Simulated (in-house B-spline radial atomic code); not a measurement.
# Gd⁸⁺: ionisation energy by several methods

An exercise on one series of results from a longer session: the logs are not shown, and one member is left open.

Method: Dirac-Coulomb, several functionals; spherical all-electron atom at the radial basis limit. Code: in-house B-spline radial atomic code version 1.

## The system

```
element       : gadolinium (Z = 64)
charge        : +8
electrons     : 56
configuration : [Kr] 4d10 4f6 5s2 5p2
nucleus       : Fermi, rms radius 5.157 fm
```

The outer shells:

[Kr] 4d10 4f6 5s2 5p2
```
[Kr] core
4d [↑↓][↑↓][↑↓][↑↓][↑↓]
4f [↑ ][↑ ][↑ ][↑ ][↑ ][↑ ][  ]
5s [↑↓]
5p [↑ ][↑ ][  ]
```

The boxes only draw the filling; these runs are spin-restricted and spherical.

The first run:

Settings of the run:

```ini
Z = 64
electrons = 56.0
configuration = [Kr] 4d10 4f6 5s2 5p2
hamiltonian = dirac
method = lda,pw
spin_polarised = False
nucleus = fermi
rms_radius = 5.1569
mass_number = 158
atomic_mass = 157.9241112
speed_of_light = 137.035999084
```

Among the steps run: LDA (PW92); relativistic LDA; PW91; BLYP; PBEsol; BP86.

One table of the session follows, with a row left open; its other results are not shown here.

```
          method  ΔSCF (eV)
      LDA (PW92)          ?
relativistic LDA     136.52
            PW91     136.06
            BLYP     135.71
          PBEsol     136.00
            BP86     136.07
```

Estimate the missing values for LDA (PW92).

**Answer.** ΔSCF (eV): 136.35. In the column «ΔSCF (eV)» it lies between BP86 (136.07) and relativistic LDA (136.52).
